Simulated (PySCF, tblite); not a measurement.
# C₆H₇ClF₄O: geometry, infrared bands and NMR shifts

Aim: predict the infrared bands and NMR shifts of C₆H₇ClF₄O (`FC[C@@H]1O[C@@H](C(F)(F)F)C[C@H]1Cl`).

The runs use tblite 0.8.0 and PySCF 2.14.0, with density-fitted response routines of our own; the level of theory stands in each step. All values are computed, except where a source is named. Atoms are numbered from 0 throughout.

**1. Starting geometry**

19 atoms, charge 0, multiplicity 1; geometry from: force field or distance geometry start.

Bonds of the start (Å): F0–C1 1.37, C1–C2 1.53, C2–O3 1.43, O3–C4 1.46, C4–C5 1.53, C5–F6 1.36, C5–F7 1.35, C5–F8 1.35, C4–C9 1.52, C9–C10 1.51, C10–Cl11 1.77, C10–C2 1.52, C1–H12 1.09, C1–H13 1.09, C2–H14 1.10, C4–H15 1.10, C9–H16 1.10, C9–H17 1.10, C10–H18 1.10.

**2. Relaxing the molecule with GFN2-xTB**

Job settings and geometry (Å):

```
{"job": {"kind": "relax", "xc": "GFN2-xTB", "basis": "xTB"}, "charge": 0, "multiplicity": 1}
F     -2.583900    -0.768400     1.039300
C     -2.492100    -0.474900    -0.298100
C     -1.076400     0.028500    -0.580500
O     -0.110600    -1.017900    -0.438100
C      0.990600    -0.516600     0.371400
C      2.354400    -0.990400    -0.126300
F      3.344000    -0.465400     0.643900
F      2.477700    -2.329800    -0.059400
F      2.603400    -0.610100    -1.396400
C      0.849200     0.999500     0.340000
C     -0.652200     1.156600     0.340900
Cl    -1.164300     2.754300    -0.218500
H     -3.252700     0.269900    -0.518700
H     -2.691800    -1.402900    -0.839600
H     -1.033700     0.344100    -1.634700
H      0.831300    -0.881600     1.397500
H      1.344900     1.486500     1.189700
H      1.283800     1.404700    -0.586400
H     -1.031100     1.023300     1.366500
```

On the command line:

```console
$ OMP_NUM_THREADS=1 python probes_run.py task.json out
```

One launch serves the whole session: the jobs run in the order shown.

**Question.** This job is followed by: GFN2-xTB harmonic vibrations, gas phase; GIAO PBE0/pcSseg-1 NMR shielding, non-relativistic, gas phase. What will the session give for the following? strongest single infrared mode (GFN2-xTB); zero-point energy (GFN2-xTB); 13C shifts against TMS (PBE0/pcSseg-1); 1H shifts against TMS (PBE0/pcSseg-1); 19F shifts against CFCl3 (PBE0/pcSseg-1, means over atoms taken as alike); 17O shifts against H2O (PBE0/pcSseg-1); 35Cl shifts against HCl (PBE0/pcSseg-1).

As calculated:

| quantity | value |
| --- | --- |
| strongest single infrared mode (GFN2-xTB) | 1070 cm⁻¹, 228 km/mol |
| zero-point energy (GFN2-xTB) | 80.0 kcal/mol |
| 13C shifts against TMS (PBE0/pcSseg-1) | 133.3, 93.3, 83.8, 81.9, 57.8, 42.7 ppm |
| 1H shifts against TMS (PBE0/pcSseg-1) | 5.12, 4.79, 4.63, 4.54, 4.18, 2.68, 2.58 ppm |
| 19F shifts against CFCl3 (PBE0/pcSseg-1, means over atoms taken as alike) | -95.4, -264.7 ppm |
| 17O shifts against H2O (PBE0/pcSseg-1) | 76.3 ppm |
| 35Cl shifts against HCl (PBE0/pcSseg-1) | 132 ppm |

What this shows: The optimisation took 54 steps and gained 0.128 eV; among the close pairs (by a distance rule), O3–C4 changed most, from 1.456 to 1.410 Å. The lowest mode is imaginary (25i cm⁻¹), so the xTB geometry is not a minimum. The strongest single mode, at 1070 cm⁻¹, moves mainly C5. Unscaled tight-binding wavenumbers are off by several per cent, some by more. Its intensities can rank the bands wrongly. At PBE0/pcSseg-1: Shielding is most anisotropic at Cl11 (span 422 ppm, paramagnetic term -328 ppm).
